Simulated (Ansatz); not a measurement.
# SiGe2: the cost of one run

Program: Ansatz 0.2.0. Level of theory: DFT PBE, scalar-relativistic, plane waves, PAW. These are calculated values, not measurements.

### Step 1. Starting point

It takes space group P-3m1 (No. 164, trigonal). The conventional cell has a = 3.996 Å, b = 3.996 Å, c = 9.787 Å, α = 90.00°, β = 90.00°, γ = 120.00°. Si (site symmetry 3m) is surrounded by 4 Ge at 2.42 to 2.44 Å. Ge (site symmetry 3m) has 1 Si at 2.42 Å and 3 Ge at 2.46 Å in its first shell of neighbours. Around Ge (site symmetry 3m) lie 3 Si at 2.44 Å and 1 Ge at 2.50 Å.

As a file:

```
CELL_PARAMETERS angstrom
3.99553 0.00000 0.00000
-1.99777 3.46023 0.00000
0.00000 0.00000 9.78713
ATOMIC_POSITIONS crystal
Si 0.33333 0.66667 0.79149
Si 0.66667 0.33333 0.20851
Ge 0.66667 0.33333 0.45588
Ge 0.00000 0.00000 0.12762
Ge 0.33333 0.66667 0.54412
Ge 0.00000 0.00000 0.87238
```

The cell was relaxed beforehand at this level, from a generated guess; it is a trial structure. At a tolerance of 0.02 Å it has space group P-3m1 (No. 164); it has 22.55 Å³/atom, an uncorrected energy of +0.02 eV/atom over the elements.

### Step 2. Static run: bands, density of states and charges

File input.yaml:

```yaml
crystal:
  lattice:
    - [3.9955311897, 0.0, 0.0]
    - [-1.9977655948, 3.4602315119, 0.0]
    - [0.0, 0.0, 9.7871262028]
  atoms:
    - { symbol: Si, position: [0.3333333333, 0.6666666667, 0.7914947121] }
    - { symbol: Si, position: [0.6666666667, 0.3333333333, 0.2085052879] }
    - { symbol: Ge, position: [0.6666666667, 0.3333333333, 0.4558774295] }
    - { symbol: Ge, position: [0.0, 0.0, 0.1276244453] }
    - { symbol: Ge, position: [0.3333333333, 0.6666666667, 0.5441225705] }
    - { symbol: Ge, position: [0.0, 0.0, 0.8723755547] }
basis:
  ecutwfc: 420
kpoints:
  mp_grid: { grid: [12, 12, 4] }
  band_path:
    path:
      - [[0.0, 0.0, 0.0], [0.5, 0.0, 0.0], [0.33333333, 0.33333333, 0.0], [0.0, 0.0, 0.0], [0.0, 0.0, 0.5], [0.5, 0.0, 0.5], [0.33333333, 0.33333333, 0.5], [0.0, 0.0, 0.5]]
      - [[0.5, 0.0, 0.5], [0.5, 0.0, 0.0]]
      - [[0.33333333, 0.33333333, 0.5], [0.33333333, 0.33333333, 0.0]]
    npoints: 14
hamiltonian:
  xc: pbe
scf:
  occupations: { method: gaussian, width: 0.02 }
  n_extra_bands: 15
output:
  forces: true
  stress: true
  eigenvalues: true
  populations: true
  dos: { projected: true, de: 0.02, nscf_kmesh: { grid: [18, 18, 6] } }
  bader: true
  write_density: true
  write_potential: true
  elf: true
  volumetric_format: npy
```

Started as:

```console
> ansatz run input.yaml --threads 1 --pin off --max-ram 2560MiB --backend cpu --events-out ev --progress --plain --runs-dir out
```

What time and memory should one allow on 1 thread of Arm Neoverse V1, shared host?

About 2.8 min, with a peak of 0.89 GiB.
